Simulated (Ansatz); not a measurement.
# PbTe2: a single-point run

The task is a single-point run on PbTe2. The structure is shown as the input types it. The cell is built on a prototype (fluorite) and needn't be the phase found in nature.

Program: Ansatz 0.2.0. Level of theory: density functional or hybrid calculation with the settings of its input, plane waves (as first typed). These are calculated values, not measurements.

4 further runs of the same task are left out: 1 for a known fault of the program, 3 that didn't finish.

## Step 1: The system as given

The structure is cubic, space group Fm-3m (No. 225). The conventional cell has a = 7.593 Å, b = 7.593 Å, c = 7.593 Å, α = 90.00°, β = 90.00°, γ = 90.00°. Pb (site symmetry m-3m) is surrounded by 8 Te at 3.29 Å. Te (site symmetry -43m) has 4 Pb at 3.29 Å as nearest neighbours.

Coordinates:

```cif
data_structure
_symmetry_space_group_name_H-M 'P 1'
_symmetry_Int_Tables_number 1
_cell_length_a 5.3692
_cell_length_b 5.3692
_cell_length_c 5.3692
_cell_angle_alpha 60.000
_cell_angle_beta 60.000
_cell_angle_gamma 60.000
_cell_volume 109.45
loop_
_atom_site_label
_atom_site_type_symbol
_atom_site_fract_x
_atom_site_fract_y
_atom_site_fract_z
_atom_site_occupancy
Pb1 Pb 0.00000 0.00000 0.00000 1
Te1 Te 0.25000 0.25000 0.25000 1
Te2 Te 0.75000 0.75000 0.75000 1
```

## Step 2: Running it

input.yaml

```yaml
crystal:
  lattice:
    - [0.0, 3.7966139269, 3.7966139269]
    - [3.7966139269, 0.0, 3.7966139269]
    - [3.7966139269, 3.7966139269, 0.0]
  atoms:
    - { symbol: Pb, position: [0.0, 0.0, 0.0] }
    - { symbol: Te, position: [0.25, 0.25, 0.25] }
    - { symbol: Te, position: [0.75, 0.75, 0.75] }
kpoints:
  mp_grid: { grid: [2, 4, 6] }
hamiltonian:
  xc: pbe
scf:
  occupations: { method: fermi_dirac, width: 0.02 }
  n_extra_bands: 4
output:
  forces: true
  stress: true
  eigenvalues: true
```

On the command line:

```
> ansatz run input.yaml --threads 4 --pin off --max-ram 3686MiB --backend cpu --events-out ev --progress --plain --runs-dir out
```

**Question.** How will this run end, and is anything wrong with its input?

This run ends as converged, with warnings (symmetry narrowed by mesh). Its log warns: «crystal.symmetry: narrowed to the stabiliser of the k-point mesh — unitary ops 48 → 4; excluded 44 operations that carry a point of the 2×4×6 mesh (shift [0, 0 ...»

The suspect setting: kpoints.mp_grid.grid is [2, 4, 6]. The mesh has lower symmetry than the crystal, so equivalent directions are sampled differently.

To check: set kpoints.mp_grid.grid to [4, 4, 4].
